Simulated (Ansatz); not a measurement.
Born–Oppenheimer molecular dynamics of a periodic cell of 17 atoms, Ga9As8 (host GaAs, host structure F-43m, interstitial Ga). It starts from a relaxed structure.

Method: DFT PBE, scalar-relativistic, plane waves, PAW in Ansatz. Settings: accuracy low, cutoff 420 eV, k mesh 2x2x2, fermi-dirac smearing 0.15 eV, no spin polarisation.

```json
{
 "ensemble": "NVE (velocity Verlet)",
 "time step": "4.5 fs",
 "steps asked": "170",
 "starting velocities drawn for": "1200 K",
 "seed": "813794"
}
```

Frames 45 fs apart, positions in Å.

Velocities at 180.0 fs (Å/ps):

```
Ga -4.35 0.79 1.53
As 0.17 -0.79 -0.47
Ga -0.32 0.94 0.00
As 1.30 -0.19 1.20
Ga 1.32 2.10 -1.25
As 3.86 -1.64 0.89
Ga 2.65 -0.44 -1.58
As 2.15 0.11 -4.62
Ga -0.84 2.18 -2.16
As 0.39 -0.29 -2.40
Ga -3.00 1.48 -3.80
As -3.61 0.68 -2.95
Ga -0.38 -1.76 1.94
As 1.78 -2.96 1.17
Ga -0.07 -1.13 5.57
As -0.29 3.38 4.24
Ga -1.17 -2.35 2.91
```

```xyz
17
Lattice="0.0000 5.7502 5.7502 5.7502 0.0000 5.7502 5.7502 5.7502 0.0000" Properties=species:S:1:pos:R:3 time_fs=180.0 energy_less_start_eV=1.554 T=453
Ga 0.142 0.073 -0.265
As 1.643 1.290 1.550
Ga 3.103 3.067 0.101
As 4.316 4.675 1.527
Ga 3.271 0.046 2.877
As 4.446 1.722 4.252
Ga 5.839 3.198 2.504
As 7.232 4.515 4.184
Ga -0.254 2.163 3.128
As 1.088 4.055 4.323
Ga 2.445 5.643 2.875
As 3.741 6.924 4.485
Ga 2.814 2.872 5.841
As 4.402 4.252 7.243
Ga 5.799 5.711 5.692
As 7.076 7.220 7.025
Ga 6.161 2.901 5.944
17
Lattice="0.0000 5.7502 5.7502 5.7502 0.0000 5.7502 5.7502 5.7502 0.0000" Properties=species:S:1:pos:R:3 time_fs=225.0 energy_less_start_eV=1.584 T=438
Ga -0.054 0.058 -0.090
As 1.604 1.229 1.534
Ga 3.038 3.127 0.076
As 4.314 4.699 1.481
Ga 3.304 0.132 2.899
As 4.585 1.695 4.246
Ga 5.917 3.167 2.627
As 7.384 4.507 4.027
Ga -0.246 2.334 3.014
As 1.194 4.002 4.199
Ga 2.316 5.628 2.749
As 3.742 6.945 4.417
Ga 2.854 2.894 5.786
As 4.449 4.065 7.318
Ga 5.665 5.719 5.828
As 7.064 7.286 7.208
Ga 6.107 2.854 5.978
17
Lattice="0.0000 5.7502 5.7502 5.7502 0.0000 5.7502 5.7502 5.7502 0.0000" Properties=species:S:1:pos:R:3 time_fs=270.0 energy_less_start_eV=1.321 T=566
Ga 0.010 -0.108 -0.025
As 1.508 1.144 1.555
Ga 2.926 3.108 -0.041
As 4.169 4.567 1.495
Ga 3.337 0.139 2.905
As 4.574 1.723 4.231
Ga 5.830 3.244 2.885
As 7.469 4.562 4.171
Ga -0.161 2.424 3.022
As 1.286 4.023 4.231
Ga 2.391 5.540 2.793
As 3.984 6.966 4.409
Ga 2.897 2.929 5.607
As 4.303 4.047 7.394
Ga 5.495 5.821 5.746
As 7.059 7.255 7.091
Ga 6.158 2.969 5.816
17
Lattice="0.0000 5.7502 5.7502 5.7502 0.0000 5.7502 5.7502 5.7502 0.0000" Properties=species:S:1:pos:R:3 time_fs=315.0 energy_less_start_eV=1.182 T=633
Ga 0.096 -0.223 -0.025
As 1.431 1.132 1.584
Ga 2.984 2.881 -0.086
As 4.107 4.272 1.503
Ga 3.285 0.152 2.826
As 4.517 1.567 4.352
Ga 5.838 3.280 2.820
As 7.360 4.770 4.362
Ga 0.001 2.446 3.032
As 1.253 4.108 4.320
Ga 2.573 5.735 2.838
As 4.039 7.042 4.272
Ga 2.886 2.821 5.637
As 4.174 4.140 7.275
Ga 5.559 5.801 5.821
As 7.034 7.290 6.990
Ga 6.130 3.135 5.757
17
Lattice="0.0000 5.7502 5.7502 5.7502 0.0000 5.7502 5.7502 5.7502 0.0000" Properties=species:S:1:pos:R:3 time_fs=360.0 energy_less_start_eV=1.323 T=564
Ga -0.123 -0.237 0.171
As 1.447 1.213 1.475
Ga 2.935 2.656 -0.012
As 4.146 4.170 1.439
Ga 3.148 0.196 2.801
As 4.580 1.370 4.457
Ga 5.995 3.179 2.745
As 7.247 4.897 4.350
Ga 0.062 2.627 2.959
As 1.397 4.209 4.229
Ga 2.620 5.877 2.748
As 4.153 7.048 4.159
Ga 2.791 2.705 5.694
As 4.237 4.170 7.161
Ga 5.543 5.816 5.928
As 7.037 7.343 7.185
Ga 6.028 3.106 5.805
17
Lattice="0.0000 5.7502 5.7502 5.7502 0.0000 5.7502 5.7502 5.7502 0.0000" Properties=species:S:1:pos:R:3 time_fs=405.0 energy_less_start_eV=1.365 T=544
Ga -0.157 -0.312 0.191
As 1.429 1.257 1.371
Ga 2.848 2.594 -0.030
As 4.091 4.142 1.542
Ga 3.106 0.167 2.867
As 4.567 1.368 4.412
Ga 5.999 3.247 2.968
As 7.183 4.736 4.270
Ga 0.040 2.924 2.890
As 1.529 4.361 4.256
Ga 2.733 5.680 2.671
As 4.367 7.073 4.165
Ga 2.778 2.685 5.574
As 4.245 4.195 7.241
Ga 5.440 6.008 5.915
As 7.049 7.250 7.276
Ga 5.979 2.974 5.712
17
Lattice="0.0000 5.7502 5.7502 5.7502 0.0000 5.7502 5.7502 5.7502 0.0000" Properties=species:S:1:pos:R:3 time_fs=450.0 energy_less_start_eV=1.260 T=595
Ga -0.025 -0.338 0.052
As 1.348 1.219 1.521
Ga 2.955 2.718 -0.229
As 4.133 3.920 1.565
Ga 3.034 0.097 2.890
As 4.447 1.411 4.259
Ga 5.768 3.134 2.977
As 7.285 4.604 4.423
Ga 0.112 3.122 2.898
As 1.496 4.394 4.422
Ga 2.911 5.662 2.789
As 4.358 7.221 4.045
Ga 2.791 2.695 5.564
As 4.152 4.269 7.212
Ga 5.455 6.025 5.972
As 7.130 7.250 7.230
Ga 5.883 2.950 5.685
17
Lattice="0.0000 5.7502 5.7502 5.7502 0.0000 5.7502 5.7502 5.7502 0.0000" Properties=species:S:1:pos:R:3 time_fs=495.0 energy_less_start_eV=1.378 T=538
Ga -0.171 -0.203 0.141
As 1.312 1.340 1.594
Ga 2.925 2.805 -0.321
As 4.198 3.964 1.334
Ga 2.822 -0.016 2.855
As 4.337 1.333 4.234
Ga 5.815 2.836 2.880
As 7.354 4.534 4.593
Ga 0.158 3.123 2.862
As 1.587 4.350 4.401
Ga 2.948 5.774 2.871
As 4.410 7.318 3.999
Ga 2.813 2.697 5.704
As 4.096 4.337 7.092
Ga 5.552 5.972 5.916
As 7.260 7.261 7.280
Ga 5.803 2.916 5.853
17
Lattice="0.0000 5.7502 5.7502 5.7502 0.0000 5.7502 5.7502 5.7502 0.0000" Properties=species:S:1:pos:R:3 time_fs=540.0 energy_less_start_eV=1.089 T=677
Ga -0.193 -0.004 0.151
As 1.406 1.439 1.451
Ga 2.881 2.679 -0.205
As 4.248 4.213 1.358
Ga 2.633 -0.127 2.868
As 4.237 1.210 4.317
Ga 5.895 2.764 2.903
As 7.125 4.501 4.512
Ga 0.106 3.164 2.854
As 1.586 4.410 4.369
Ga 3.005 5.676 2.819
As 4.526 7.282 4.146
Ga 2.873 2.739 5.726
As 4.154 4.431 7.117
Ga 5.716 6.018 5.747
As 7.318 7.078 7.292
Ga 5.702 2.858 5.859
17
Lattice="0.0000 5.7502 5.7502 5.7502 0.0000 5.7502 5.7502 5.7502 0.0000" Properties=species:S:1:pos:R:3 time_fs=585.0 energy_less_start_eV=1.197 T=625
Ga 0.057 0.032 0.037
As 1.562 1.444 1.403
Ga 2.960 2.711 -0.009
As 4.383 4.172 1.503
Ga 2.596 -0.145 2.878
As 4.134 1.226 4.226
Ga 5.745 2.838 2.896
As 6.943 4.245 4.295
Ga 0.034 3.228 2.933
As 1.476 4.492 4.433
Ga 3.124 5.583 2.925
As 4.452 7.235 4.185
Ga 2.806 2.837 5.710
As 4.288 4.577 7.212
Ga 5.832 6.006 5.753
As 7.327 7.014 7.221
Ga 5.498 2.848 5.691
17
Lattice="0.0000 5.7502 5.7502 5.7502 0.0000 5.7502 5.7502 5.7502 0.0000" Properties=species:S:1:pos:R:3 time_fs=630.0 energy_less_start_eV=1.056 T=692
Ga 0.105 0.018 0.069
As 1.481 1.534 1.550
Ga 3.101 2.945 0.011
As 4.526 4.201 1.360
Ga 2.633 -0.145 2.875
As 4.102 1.301 4.106
Ga 5.607 2.508 2.691
As 7.125 4.067 4.252
Ga -0.010 3.110 2.954
As 1.513 4.421 4.371
Ga 3.084 5.637 3.049
As 4.352 7.303 4.214
Ga 2.675 2.942 5.796
As 4.375 4.638 7.255
Ga 5.846 5.875 5.715
As 7.388 7.170 7.323
Ga 5.295 2.803 5.705
17
Lattice="0.0000 5.7502 5.7502 5.7502 0.0000 5.7502 5.7502 5.7502 0.0000" Properties=species:S:1:pos:R:3 time_fs=675.0 energy_less_start_eV=1.439 T=509
Ga 0.087 0.147 0.048
As 1.417 1.697 1.581
Ga 2.987 3.043 -0.005
As 4.518 4.430 1.392
Ga 2.581 -0.160 2.833
As 4.081 1.286 4.197
Ga 5.548 2.267 2.544
As 7.228 3.997 4.306
Ga -0.034 2.954 2.925
As 1.490 4.334 4.244
Ga 3.091 5.696 2.895
As 4.401 7.309 4.397
Ga 2.697 3.040 5.942
As 4.372 4.593 7.287
Ga 5.981 5.799 5.581
As 7.466 7.105 7.314
Ga 5.276 2.783 5.794
```

Of the whole run (765 fs, mean temperature of the second half 570 K): The conserved energy stayed within 0.82 meV per atom of its start (net change 0.42 meV per atom), so the integration is sound. The temperature averaged 0.48 of the 1200 K drawn at the start: a run that starts near a minimum puts about half its kinetic energy into the potential. A run of 0.77 ps of so small a system gives no equilibrium averages. Limits of this set-up: coarse k mesh, odd electron count without spin, low accuracy level.

The run took 17 min on 2 threads of Intel(R) Xeon(R) 6975P-C (Granite Rapids) (shared host), peak memory 1.4 GiB.
